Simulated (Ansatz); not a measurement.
# NiPt, space group P4/mmm: a comparison of magnetic orders

With the Python package of Ansatz (0.2.0).

The cells in order, each with its output:

In [1]:
```python
import ansatz as az
import numpy as np
from tabulate import tabulate
```

In [2]:
```python
def count_gap(report):
    # lowest empty less highest filled band, counting bands; zero where they overlap
    return max(report.get("gap_by_band_count_ev") or 0.0, 0.0)

CELL = [
    (2.70994, 0.0, 0.0),
    (0.0, 2.70994, 0.0),
    (0.0, 0.0, 7.15664),
]
ATOMS = [
    ("Ni", (0.5, 0.5, 0.25)),
    ("Pt", (0.0, 0.0, 0.0)),
    ("Ni", (0.5, 0.5, 0.75)),
    ("Pt", (0.0, 0.0, 0.5)),
]
```

In [3]:
```python
def with_moments(moments):
    crystal = az.Crystal(lattice=az.Lattice.of(CELL))
    for (symbol, position), moment in zip(ATOMS, moments):
        crystal = crystal.atom(symbol, position, moment=moment or None)
    return crystal
```

In [4]:
```python
# starting moments in muB, one an atom
orders = {
    "FM": [1.5, 0, 1.5, 0],
    "AFM": [1.5, 0, -1.5, 0],
}
```

In [5]:
```python
rows = []
for label, moments in orders.items():
    setup = (
        with_moments(moments).calculation()
        .kpoints(10, 10, 4)
        .basis(18 * az.Ha)
        .occupations("fermi_dirac", width=0.1)
        .functional("PBEsol")
        .pseudopotentials("paw")
        .spin("collinear")
        .band_table()
    )
    rep = setup.run(threads=1, pin="off").report
    rows.append((label, rep["free_energy_ev"], rep["magnetization_mub"], rep["absolute_magnetization_mub"], max(abs(m) for m in rep["site_moments_mub"]), count_gap(rep)))
    print(label, "site moments:", [round(m, 2) for m in rep["site_moments_mub"]])
```
```text
FM site moments: [0.69, 0.31, 0.69, 0.31]
RunWarning: the starting moments were not kept: 1 of 2 ended reversed and 1 kept their direction, counting a site from 0.1 of the cell's largest site moment. The largest reversed, site 2 (counted from 0, in the order of the report's site_moments_mub), started with -1.5 μB and closes at +6.9e-1 μB in its sphere. The starting moments cancel, and the net magnetisation is 2.0e0 μB in size, over 0.1 [...]
AFM site moments: [0.69, 0.31, 0.69, 0.31]
```

In [6]:
```python
# the same cell with no spin polarisation
plain = (
    with_moments([0] * len(ATOMS)).calculation()
    .kpoints(10, 10, 4)
    .basis(18 * az.Ha)
    .occupations("fermi_dirac", width=0.1)
    .functional("PBEsol")
    .pseudopotentials("paw")
    .band_table()
)
rep = plain.run(threads=1, pin="off").report
rows.append(("NM", rep["free_energy_ev"], 0.0, 0.0, 0.0, count_gap(rep)))
```

In [7]:
```python
lowest = min(row[1] for row in rows)
rows = [(row[0], 1000 * (row[1] - lowest) / 2, *row[2:]) for row in sorted(rows, key=lambda row: row[1])]
print(tabulate(rows, headers=["order", "meV/magnetic atom", "net muB", "absolute muB", "largest site muB", "gap by band count eV"], floatfmt=".4f", tablefmt="pipe"))
print("lowest of these starts:", rows[0][0])
```
```text
| order   |   meV/magnetic atom |   net muB |   absolute muB |   largest site muB |   gap by band count eV |
|:--------|--------------------:|----------:|---------------:|-------------------:|-----------------------:|
| FM      |              0.0000 |    1.9497 |         2.0857 |             0.6935 |                 0.0000 |
| AFM     |              0.0000 |    1.9497 |         2.0857 |             0.6935 |                 0.0000 |
| NM      |             13.8104 |    0.0000 |         0.0000 |             0.0000 |                 0.0000 |
lowest of these starts: FM
```

In order of energy: ferromagnetic (+0.0 meV an atom, largest site moment 0.69 μB), ferromagnetic (+0.0 meV an atom, largest site moment 0.69 μB) and non-magnetic (+6.9 meV an atom, largest site moment 0.00 μB). These are the states reached from the starts typed.

Notes:
- The SCF didn't keep the moments it started from (some shrank, vanished or turned); what is printed is the state reached.
- For a metal this k-point mesh is coarse: on a finer one energies can move by several to tens of meV an atom and pressures by half a GPa or more, differences at one mesh by less.
- A gap by band count of zero or less means overlapping bands, a metal.
- The structure comes from a database of computed cells and needn't be a stable or known phase.
- Gaps and levels are Kohn-Sham values on a finite set of k-points, without spin-orbit coupling.
- Warnings are shown shortened and without file and line.
- Each row is the state reached from that start at the given structure, not necessarily the lowest of its order; other orders weren't tried.
- Run time: 4.5 min on 1 thread of Arm Neoverse V2, with other jobs on the host, peak memory 1.3 GiB.
